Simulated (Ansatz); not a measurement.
# AlFH7N3: the cost of one run

Program: Ansatz 0.2.0. Level of theory: RKS B3LYP-D4/def2-SVP. These are calculated values, not measurements.

## (1) The starting structure

Bond lengths: Al1–N2 2.238 Å, Al1–N3 1.772 Å, Al1–N4 1.772 Å, Al1–F6 2.112 Å, N2–H7 1.008 Å, N2–H8 1.009 Å, N3–H9 1.009 Å, N3–H10 1.010 Å, N4–H11 1.009 Å, N4–H12 1.010 Å. Angles (14 of 15 angles, heavy atoms first): N2–Al1–N3 110.0°, N2–Al1–N4 111.8°, N2–Al1–F6 69.9°, N3–Al1–N4 130.9°, N3–Al1–F6 109.4°, N4–Al1–F6 108.1°, Al1–N2–H7 124.8°, Al1–N2–H8 123.7°, Al1–N3–H9 126.7°, Al1–N3–H10 123.7°, Al1–N4–H11 126.8°, Al1–N4–H12 124.2°, H7–N2–H8 109.7°, H9–N3–H10 108.9°.

As a file:

```xyz
12

Al   -0.4027   -0.1444   -0.1587
N     1.6391    0.5116    0.4797
N    -0.5920   -1.8863    0.1088
N    -1.0763    0.9183   -1.4060
H     0.6277    0.8223    1.2961
F    -0.5121    0.8646    1.6933
H     2.1066    1.3422    0.1505
H     2.3017   -0.0910    0.9435
H    -1.0742   -2.5396   -0.4897
H    -0.3554   -2.3497    0.9743
H    -1.4523    0.6391   -2.2994
H    -1.2101    1.9128   -1.2922
```

## (2) A restrained relaxation towards end A

Springs on the bonds that form and break draw the guess towards this end; the thresholds are loose.

Contents of input.yaml:

```yaml
crystal:
  periodic: [false, false, false]
  atoms:
    - { symbol: Al, position_ang: [-0.4027, -0.1444, -0.1587] }
    - { symbol: "N", position_ang: [1.6391, 0.5116, 0.4797] }
    - { symbol: "N", position_ang: [-0.592, -1.8863, 0.1088] }
    - { symbol: "N", position_ang: [-1.0763, 0.9183, -1.406] }
    - { symbol: H, position_ang: [0.6277, 0.8223, 1.2961] }
    - { symbol: F, position_ang: [-0.5121, 0.8646, 1.6933] }
    - { symbol: H, position_ang: [2.1066, 1.3422, 0.1505] }
    - { symbol: H, position_ang: [2.3017, -0.091, 0.9435] }
    - { symbol: H, position_ang: [-1.0742, -2.5396, -0.4897] }
    - { symbol: H, position_ang: [-0.3554, -2.3497, 0.9743] }
    - { symbol: H, position_ang: [-1.4523, 0.6391, -2.2994] }
    - { symbol: H, position_ang: [-1.2101, 1.9128, -1.2922] }
basis:
  gaussian: { orbitals: def2-SVP }
hamiltonian:
  xc: b3lyp
  dispersion: d4
relax:
  f_tol: 0.15
  max_steps: 25
  restrain:
    - { distance: [0, 5], at: 3.08, k: 30.0 }
    - { distance: [4, 1], at: 2.32, k: 30.0 }
    - { distance: [0, 1], at: 1.92, k: 30.0 }
    - { distance: [4, 5], at: 0.88, k: 30.0 }
```

The run is started by

```
> ansatz run input.yaml --threads 2 --pin off --max-ram 3072MiB --backend cpu --events-out ev --progress --plain --runs-dir out
```

Q: Estimate wall time and peak memory on 2 threads of AMD EPYC 9R14 (Zen 4), shared host.

About 20 s, with a peak of 0.25 GiB.
